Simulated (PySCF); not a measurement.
# The bond of TiF−, level by level

The task here is to estimate one member of a computed series from the others.

Computed with PySCF 2.14.0. Level: Ti def2-TZVPPD, F def2-TZVPPD, no relativity.

Set-up of the first run:

Settings of the job:

```
atoms                         : Ti, F
charge                        : -1
basis                         : Ti def2-TZVPPD, F def2-TZVPPD
Hamiltonian                   : no relativity
basis functions               : 107
electrons treated             : 32
masses in u                   : 47.9479, 18.9984
levels                        : PBE0, PBE, r²SCAN, B3LYP, B97-3, B2PLYP, PBEsol, PW91, CAM-B3LYP, HF, MP2, SCS-MP2, CCSD, CCSD(T)
grid                          : 80 radial by 434 angular points
occupations                   : held fixed by the projection of orbital angular momentum
dissociation limit            : Ti + F−, each in its ground configuration
starting distance in angstrom : 1.980
values of 2S to try           : 0, 2, 4
```

On the command line:

```bash
$ OMP_NUM_THREADS=2 python dia.py task.json out
```

Among the steps run: The job; First curve: PBE0; Other states along the same grid; PBE (GGA); r²SCAN (meta-GGA); B3LYP (global hybrid GGA); B97-3; B2PLYP; PBEsol (GGA); PW91; CAM-B3LYP (range-separated hybrid); ROHF (mean field); Adding correlation.

One of the session's tables, all rows but one given; the rest of the session is left out.

Energy (eV) from each level's lowest point:

```
R (Å)   ROHF  ROHF-MP2  ROHF-SCS-MP2  ROHF-CCSD  ROHF-CCSD(T)
1.614  1.442     1.067         1.177        n/a           n/a
1.689  0.747     0.509         0.582      0.520         0.477
1.764      ?         ?             ?          ?             ?
1.821  0.139     0.058         0.085      0.059         0.048
1.877  0.037     0.002         0.014      0.001         0.000
1.933  0.000     0.000         0.000      0.000         0.006
2.008  0.023     0.057         0.044      0.061         0.074
2.102  0.130     0.190         0.164      0.201         0.221
2.215  0.324     0.400         0.362      0.422         0.447
2.365  0.629     0.708         0.661        n/a           n/a
```

**Question.** Estimate the row for R (Å) = 1.764.

Worked estimate for «ROHF». A straight line through the neighbours (1.689, 0.747) and (1.821, 0.139) gives 0.747 + (0.139 − 0.747) × (1.764 − 1.689) / (1.821 − 1.689) = 0.402; a parabola fitted to 4 rows on both sides gives 0.314.

**Answer.** ROHF: 0.324; ROHF-MP2: 0.187; ROHF-SCS-MP2: 0.231; ROHF-CCSD: 0.190; ROHF-CCSD(T): 0.168. In «ROHF» the line misses by +0.078 and the parabola by -0.010.

To keep in mind: Lowest PBE0 solution found, without spin–orbit coupling: triplet, unpaired electrons π ↑, δ ↑. The state is the lowest single determinant that the PBE0 search found; with open d or f shells the true ground state can be another one.
